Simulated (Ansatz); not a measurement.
# H4NNbO3: up Jacob's ladder to CCSD(T)

The task here is to estimate one member of a computed series from the others.

Program: Ansatz 0.2.0, Gaussian basis. Level of theory: functionals in def2-TZVPP, the program's frozen cores in correlated methods. These are calculated values, not measurements.

The runs, in order: LDA (SPW92), PBE-D4, revPBE-D4, BLYP-D4, r2SCAN-D4, B97M-V, PBE0-D4, B3LYP-D4, r2SCANh-D4, r2SCAN0-D4, HSE06-D4, BHLYP-D4, CAM-B3LYP-D4, LC-ωPBE, ωB97X-V, ωB97M-V, B2PLYP, PBE-QIDH; CCSD(T)/def2-SVP; CCSD(T)/def2-TZVPP; MP2/def2-QZVPP; extrapolation to the limit; RPA on PBE.

## The relaxed structure

The geometry comes from an earlier relaxation with PBE0-D4 in a triple-zeta def2 set; it is a stationary point, not always the lowest conformer. Nb takes the def2 core potential; no spin-orbit term is included.

SMILES `[NH]=[Nb]([OH])([OH])[OH]`, 9 atoms, charge 0, spin multiplicity 1.

Atoms are counted from 1 here; the program's logs count them from 0.

Bond lengths: N1–Nb2 1.745 Å, N1–H6 1.007 Å, Nb2–O3 1.917 Å, Nb2–O4 1.917 Å, Nb2–O5 1.903 Å, O3–H7 0.959 Å, O4–H8 0.959 Å, O5–H9 0.958 Å. Angles: Nb2–N1–H6 175.4°, N1–Nb2–O3 107.3°, N1–Nb2–O4 107.3°, N1–Nb2–O5 110.5°, O3–Nb2–O4 112.5°, O3–Nb2–O5 109.6°, O4–Nb2–O5 109.6°, Nb2–O3–H7 126.6°, Nb2–O4–H8 126.7°, Nb2–O5–H9 129.5°.

The first run:

in.yaml reads:

```yaml
crystal:
  periodic: [false, false, false]
  atoms:
    - {symbol: N, position_ang: [-0.180650, 1.384811, -1.120077]}
    - {symbol: Nb, position_ang: [0.021558, -0.006553, -0.086079]}
    - {symbol: O, position_ang: [1.839446, -0.588704, -0.264245]}
    - {symbol: O, position_ang: [-1.233649, -1.334603, -0.665540]}
    - {symbol: O, position_ang: [-0.326720, 0.452765, 1.727080]}
    - {symbol: H, position_ang: [-0.278826, 2.140380, -1.778903]}
    - {symbol: H, position_ang: [2.285306, -1.242415, 0.276756]}
    - {symbol: H, position_ang: [-1.457661, -2.147708, -0.210114]}
    - {symbol: H, position_ang: [-0.580304, 1.295627, 2.104122]}
basis:
  gaussian: {orbitals: def2-TZVPP}
hamiltonian: {xc: lda}
output: {orbitals: {seedname: orbitals}}
```

Command:

```bash
$ ansatz run in.yaml --threads 4 --pin off --events-out ev --progress --plain --max-ram 10444MiB
```

Among the steps run: LDA; PBE-D4 (GGA); revPBE-D4 (GGA); BLYP-D4 (GGA); r2SCAN-D4 (meta-GGA); B97M-V (meta-GGA); B3LYP-D4 (hybrid); r2SCANh-D4 (hybrid); r2SCAN0-D4 (hybrid); HSE06-D4 (hybrid); BHLYP-D4 (hybrid); CAM-B3LYP-D4 (range-separated); LC-ωPBE (range-separated); ωB97X-V (range-separated); ωB97M-V (range-separated); B2PLYP (double hybrid); PBE-QIDH (double hybrid).

One table of the session follows, with a row left open; its other results are not shown here.

It belongs to the step «Frontier levels by functional». 

```
  functional  HOMO (eV)  gap (eV)
 LDA (SPW92)      -6.26      4.56
      PBE-D4      -6.06      4.57
   revPBE-D4      -5.98      4.58
     BLYP-D4      -5.93      4.53
   r2SCAN-D4      -6.34      5.00
      B97M-V      -6.36      5.07
     PBE0-D4      -7.47      6.87
    B3LYP-D4      -7.22      6.36
  r2SCANh-D4      -6.87      5.86
  r2SCAN0-D4      -7.67      7.17
    HSE06-D4      -7.06      6.08
    BHLYP-D4      -8.76      8.87
CAM-B3LYP-D4          ?         ?
     LC-ωPBE     -10.24     11.57
     ωB97X-V      -9.87     11.07
     ωB97M-V      -9.80     10.46
```

**Question.** Estimate the row for CAM-B3LYP-D4.

As computed: HOMO (eV): -8.87; gap (eV): 9.13. In the column «HOMO (eV)» it lies between ωB97M-V (-9.80) and BHLYP-D4 (-8.76).
